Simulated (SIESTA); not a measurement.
SnO:

```xyz
8
Lattice="2.7369 -2.7378 0.0000 2.7369 2.7378 0.0000 0.0000 0.0000 10.2220" Properties=species:S:1:pos:R:3 pbc="T T T"
Sn    2.7369    1.4426    6.5026
Sn    2.7369   -1.4426    3.7193
Sn    2.7369    1.2952    1.3916
Sn    2.7369   -1.2952    8.8303
O     4.1054   -0.0654    2.5555
O     1.3685    0.0654    7.6665
O     4.1054    0.0654    7.6665
O     1.3685   -0.0654    2.5555
```

The cell is a database's computed one.

| Quantity | Value |
| --- | --- |
| Program | SIESTA 5.4.2 |
| Task | single point |
| Functional | PBEsol |
| Potentials or basis | PseudoDojo 0.4 standard (PBEsol files) |
| Basis | DZP (energy shift 0.003 Ry; two zetas on semicore shells) |
| Grid cutoff | 800 Ry |
| Energy shift | 0.003 Ry |
| k mesh | 7 × 7 × 3 |
| Occupations | fermi-dirac, width 0.05 eV |
| Spin | no spin polarisation |

On this cell: pressure -1.6 GPa; largest force 0.126 eV/Å; band gap on the k mesh 0.71 eV.

The same run follows on a disturbed copy (atoms moved at random, drawn with an rms of 0.05 Å):

```
CELL_PARAMETERS angstrom
2.73691 -2.73780 0.00000
2.73691 2.73780 0.00000
0.00000 0.00000 10.22196
ATOMIC_POSITIONS crystal
Sn 0.24251 0.75847 0.63266
Sn 0.77294 0.24038 0.37035
Sn 0.26006 0.72388 0.13511
Sn 0.73984 0.26062 0.86345
O 0.76426 0.72483 0.24763
O 0.25353 0.26156 0.75146
O 0.73398 0.76728 0.75043
O 0.26516 0.23416 0.24759
```

**Question.** What changes?

**Answer.** The energy moves by +12.2 meV/atom; pressure -2.9 GPa; largest force 1.127 eV/Å; band gap on the k mesh 0.51 eV, indirect (least direct gap 1.69 eV).

Forces on the atoms (eV/Å):
```
Sn   0.013  0.044  0.617
Sn  -0.209 -0.004 -1.107
Sn   0.219  0.084 -0.079
Sn   0.184 -0.092  0.301
O    0.164  0.185  0.563
O   -0.331  0.372 -0.502
O    0.121 -0.427 -0.395
O   -0.163 -0.161  0.602
```

Stress tensor (GPa, compression positive):
```
-2.67 -0.05 -0.22
-0.05 -2.60 -0.38
-0.22 -0.38 -3.55
```

Caveats: spin-orbit coupling is left out, which moves the levels of the heavy elements; an odd mesh through Γ misses points on the zone boundary, where band edges often lie; the basis of atomic orbitals isn't converged, which shifts pressures, moduli and gaps.
